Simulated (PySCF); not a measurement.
**Perfluoropropionyl Chloride (C3ClF5O): NMR shifts and electronic excitations in gas and solvents**

Aim: compute the NMR shifts and electronic excitations of Perfluoropropionyl Chloride (C3ClF5O) (`O=C(Cl)C(F)(F)C(F)(F)F`), and see what a dielectric continuum does where one was used.

The runs use PySCF 2.14.0, with density-fitted response routines of our own; the level of theory stands in each step. All values are computed, except where a source is named. Atoms are numbered from 0 throughout.

## 1. The molecule as given

10 atoms, charge 0, multiplicity 1; geometry from: GFN2-xTB.

Bonds of the start (Å): O0–C1 1.18, C1–Cl2 1.72, C1–C3 1.55, C3–F4 1.35, C3–F5 1.34, C3–C6 1.56, C6–F7 1.33, C6–F8 1.32, C6–F9 1.33.

## 2. Optimising the geometry at PBE0-D3(BJ)/def2-SVP

What the job is given:

```
{"job": {"xc": "PBE0", "basis": "def2-SVP", "d3": "d3bj", "grid": 1, "kind": "geom"}, "charge": 0, "multiplicity": 1}
O      1.690558    -0.881225     1.282435
C      1.386388    -0.235356     0.341606
Cl     2.308473     1.074866    -0.292255
C      0.070761    -0.449533    -0.455144
F     -0.277923    -1.748720    -0.420881
F      0.200367    -0.106729    -1.749243
C     -1.085092     0.391778     0.171792
F     -1.271701     0.056819     1.444191
F     -2.225717     0.212493    -0.477560
F     -0.787231     1.690261     0.132532
```

On the command line:

```bash
> OMP_NUM_THREADS=1 python probes_run.py task.json out
```

The driver reads the jobs from task.json and runs them one after another.

The log of the run:

```text
step   0  E = -1147.46358773  max force = 0.010742
step   1  E = -1147.46312076  max force = 0.014939
step   2  E = -1147.46498342  max force = 0.007963
step   3  E = -1147.46533069  max force = 0.002549
step   4  E = -1147.46538450  max force = 0.000639
step   5  E = -1147.46538465  max force = 0.000942
step   6  E = -1147.46540131  max force = 0.000478
step   7  E = -1147.46541013  max force = 0.000261
optimisation converged
```

Wall time 92 s (1 thread of Arm Neoverse V1, shared host); peak memory 0.57 GiB.

Relaxation path: (the energy doesn't fall at every step)

```csv
step,energy from step 0 (eV),largest force component (eV/Å)
0,0.0000,0.5524
1,0.0127,0.7682
2,-0.0380,0.4095
3,-0.0474,0.1311
4,-0.0489,0.0329
5,-0.0489,0.0484
6,-0.0494,0.0246
7,-0.0496,0.0134
```

Close pairs (by a distance rule), those that changed most:

| bond | before (Å) | after (Å) | change (Å) |
| --- | --- | --- | --- |
| C1–Cl2 | 1.723 | 1.747 | +0.024 |
| C3–C6 | 1.561 | 1.546 | -0.015 |
| C3–F4 | 1.346 | 1.333 | -0.012 |
| C3–F5 | 1.345 | 1.335 | -0.010 |
| C6–F9 | 1.333 | 1.325 | -0.008 |
| C1–C3 | 1.553 | 1.549 | -0.004 |
| C6–F8 | 1.325 | 1.321 | -0.003 |
| C6–F7 | 1.329 | 1.326 | -0.003 |

The final coordinates are the input of the step that follows.

| at the end point | value |
| --- | --- |
| point group (found at 0.08 Å tolerance) | C1 |
| rotational constants (GHz, main isotopes) | 1.660, 0.953, 0.874 |
| dipole moment (D) | 0.90 |

## 3. NMR shieldings: PBE0/pcSseg-1 in chloroform

What the job is given:

```
{"job": {"kind": "nmr", "xc": "PBE0", "basis": "pcSseg-1", "solvent": "chloroform", "pop": true}, "charge": 0, "multiplicity": 1}
O      1.499340    -1.779897    -0.161931
C      1.147474    -0.715140    -0.526504
Cl     2.213630     0.505168    -1.179706
C     -0.330015    -0.255106    -0.462541
F     -1.094225    -1.346184    -0.401484
F     -0.651075     0.452546    -1.548522
C     -0.627040     0.602966     0.789242
F     -0.256722    -0.059184     1.876787
F     -1.921273     0.860827     0.855983
F      0.041414     1.745225     0.731350
```

Level: GIAO PBE0/pcSseg-1 NMR shielding, non-relativistic, IEF-PCM chloroform.

The log of the run:

```text
coarse grid: 11400 points
cycle   1  E = -1147.6180661120  dE =  2.041e+00  |g| = 1.371e+00  |ddm| = 2.971e+00
cycle   2  E = -1146.7177809062  dE =  9.003e-01  |g| = 2.692e+00  |ddm| = 2.241e+00
cycle   3  E = -1147.9365406238  dE = -1.219e+00  |g| = 2.932e-01  |ddm| = 1.649e+00
cycle   4  E = -1147.9486956035  dE = -1.215e-02  |g| = 1.497e-01  |ddm| = 2.760e-01
cycle   5  E = -1147.9524489273  dE = -3.753e-03  |g| = 1.801e-02  |ddm| = 9.470e-02
cycle   6  E = -1147.9525011020  dE = -5.217e-05  |g| = 6.664e-03  |ddm| = 1.519e-02
cycle   7  E = -1147.9525079943  dE = -6.892e-06  |g| = 1.856e-03  |ddm| = 4.438e-03
final grid: 114600 points
cycle   8  E = -1148.0537062152  dE = -3.825e-05  |g| = 1.287e-02  |ddm| = 2.129e-02
cycle   9  E = -1148.0536202910  dE =  8.592e-05  |g| = 2.552e-02  |ddm| = 2.172e-02
cycle  10  E = -1148.0537343426  dE = -1.141e-04  |g| = 1.383e-03  |ddm| = 1.507e-02
cycle  11  E = -1148.0537346241  dE = -2.815e-07  |g| = 5.108e-04  |ddm| = 1.041e-03
cycle  12  E = -1148.0537346611  dE = -3.699e-08  |g| = 7.097e-05  |ddm| = 3.119e-04
cycle  13  E = -1148.0537346618  dE = -6.803e-10  |g| = 2.633e-05  |ddm| = 6.843e-05
converged SCF energy = -1148.0537346618

GIAO shielding tensors (ppm)
atom      isotropic    diamagn.    paramagn.     s11        s22        s33       span
  0 O     -281.801     395.454    -677.255   -716.446   -417.784    288.828   1005.274
  1 C        9.335     251.777    -242.442    -95.316     52.555     70.767    166.083
  2 Cl     473.570    1145.136    -671.566     29.918    495.465    895.327    865.409
  3 C       74.003     241.881    -167.878     53.902     79.915     88.192     34.290
  4 F      316.548     471.058    -154.510    237.579    354.401    357.663    120.084
  5 F      312.388     470.881    -158.493    214.912    354.389    367.864    152.952
  6 C       61.491     241.551    -180.060     49.422     65.915     69.135     19.713
  7 F      268.135     472.465    -204.331    196.514    268.588    339.302    142.788
  8 F      274.754     469.786    -195.032    204.525    269.166    350.573    146.049
  9 F      266.210     471.893    -205.683    197.813    266.183    334.634    136.820
```

Run time: 25 s. Hardware: 1 thread of Arm Neoverse V1, shared host; peak memory 1.1 GiB.

Shifts follow as δ = σ(reference) − σ, with reference shieldings (ppm) from runs at the same level and on the same kind of geometry: ¹³C TMS 185.2, ¹⁹F CFCl3 179.6, ¹⁷O H2O 341.0. The references are single molecules in the same continuum, so shifts against H2O, NH3, PH3, H3PO4 or CFCl3 are not on the usual liquid scales and can be off by tens of ppm. Atoms listed in one row are averaged.

| atoms | environment | σ (ppm) | δ (ppm) |
| --- | --- | --- | --- |
| C1 | carbonyl carbon | 9.3 | 175.8 |
| C6 | CF3 carbon | 61.5 | 123.7 |
| C3 | fully substituted sp3 carbon bonded to 2 F, α to a carbonyl | 74.0 | 111.2 |
| O0 | carbonyl oxygen | -281.8 | 622.8 |
| Cl2 | chlorine bonded to C | 474 | – |
| F7, F8, F9 | fluorine of a CF3 group | 269.7 | -90.1 |
| F4, F5 | fluorine of a CF2 group | 314.5 | -134.8 |

Charges from the same density, by scheme (e):

| atoms | Mulliken | IAO | Hirshfeld | ESP fit |
| --- | --- | --- | --- | --- |
| O0 | -0.26 | -0.31 | -0.18 | -0.35 |
| C1 | 0.26 | 0.32 | 0.16 | 0.41 |
| Cl2 | -0.03 | -0.01 | 0.00 | -0.07 |
| C3 | 0.45 | 0.49 | 0.15 | 0.41 |
| F4, F5 | -0.25 | -0.26 | -0.07 | -0.18 |
| C6 | 0.82 | 0.79 | 0.24 | 0.30 |
| F7, F8, F9 | -0.24 | -0.26 | -0.07 | -0.12 |

Mayer bond orders: O0–C1 2.09, C1–Cl2 1.02, C1–C3 0.83, C3–F4 0.98, C3–F5 0.99, C3–C6 0.89, C6–F7 1.03, C6–F8 1.03, C6–F9 1.03.

## 4. Shielding tensors: PBE0/pcSseg-1 in methanol

Same as in step 3 but for these lines:

```diff
@@ -1,2 +1,2 @@
-{"job": {"kind": "nmr", "xc": "PBE0", "basis": "pcSseg-1", "solvent": "chloroform", "pop": true}, "charge": 0, "multiplicity": 1}
+{"job": {"kind": "nmr", "xc": "PBE0", "basis": "pcSseg-1", "solvent": "methanol", "pop": false}, "charge": 0, "multiplicity": 1}
 O      1.499340    -1.779897    -0.161931
```

With the program's defaults for keys left out, this is: GIAO PBE0/pcSseg-1 NMR shielding, non-relativistic, IEF-PCM methanol.

The log of the run:

```text
coarse grid: 11400 points
cycle   1  E = -1147.6225289734  dE =  2.037e+00  |g| = 1.364e+00  |ddm| = 2.971e+00
cycle   2  E = -1146.7632566312  dE =  8.593e-01  |g| = 2.646e+00  |ddm| = 2.187e+00
cycle   3  E = -1147.9393063503  dE = -1.176e+00  |g| = 2.779e-01  |ddm| = 1.595e+00
cycle   4  E = -1147.9499881158  dE = -1.068e-02  |g| = 1.447e-01  |ddm| = 2.559e-01
cycle   5  E = -1147.9534740177  dE = -3.486e-03  |g| = 1.714e-02  |ddm| = 8.988e-02
cycle   6  E = -1147.9535207225  dE = -4.670e-05  |g| = 6.158e-03  |ddm| = 1.455e-02
cycle   7  E = -1147.9535264696  dE = -5.747e-06  |g| = 1.754e-03  |ddm| = 3.967e-03
final grid: 114600 points
cycle   8  E = -1148.0547268908  dE = -3.930e-05  |g| = 1.261e-02  |ddm| = 2.122e-02
cycle   9  E = -1148.0546484095  dE =  7.848e-05  |g| = 2.459e-02  |ddm| = 2.088e-02
cycle  10  E = -1148.0547538182  dE = -1.054e-04  |g| = 1.327e-03  |ddm| = 1.431e-02
cycle  11  E = -1148.0547540715  dE = -2.533e-07  |g| = 5.044e-04  |ddm| = 9.751e-04
cycle  12  E = -1148.0547541078  dE = -3.631e-08  |g| = 6.939e-05  |ddm| = 3.012e-04
cycle  13  E = -1148.0547541084  dE = -6.280e-10  |g| = 2.564e-05  |ddm| = 6.499e-05
converged SCF energy = -1148.0547541084

GIAO shielding tensors (ppm)
atom      isotropic    diamagn.    paramagn.     s11        s22        s33       span
  0 O     -275.328     395.689    -671.017   -704.255   -411.463    289.734    993.989
  1 C        8.716     251.722    -243.005    -95.191     52.721     68.620    163.811
  2 Cl     472.731    1145.120    -672.388     28.498    494.601    895.095    866.598
  3 C       73.964     241.857    -167.893     53.914     79.873     88.105     34.191
  4 F      317.118     471.119    -154.001    238.286    354.881    358.187    119.901
  5 F      312.360     470.898    -158.538    214.822    354.373    367.885    153.062
  6 C       61.490     241.519    -180.029     49.410     65.936     69.126     19.716
  7 F      268.282     472.490    -204.207    196.597    268.711    339.539    142.942
  8 F      274.937     469.815    -194.879    204.707    269.359    350.744    146.037
  9 F      266.268     471.907    -205.639    197.807    266.212    334.784    136.976
```

Run time: 23 s. Hardware: 1 thread of Arm Neoverse V1, shared host; peak memory 1.1 GiB.

In short: δ C1 176.7, C6 124.0, C3 111.5, O0 618.3 ppm.

[end of part 1 of 2]
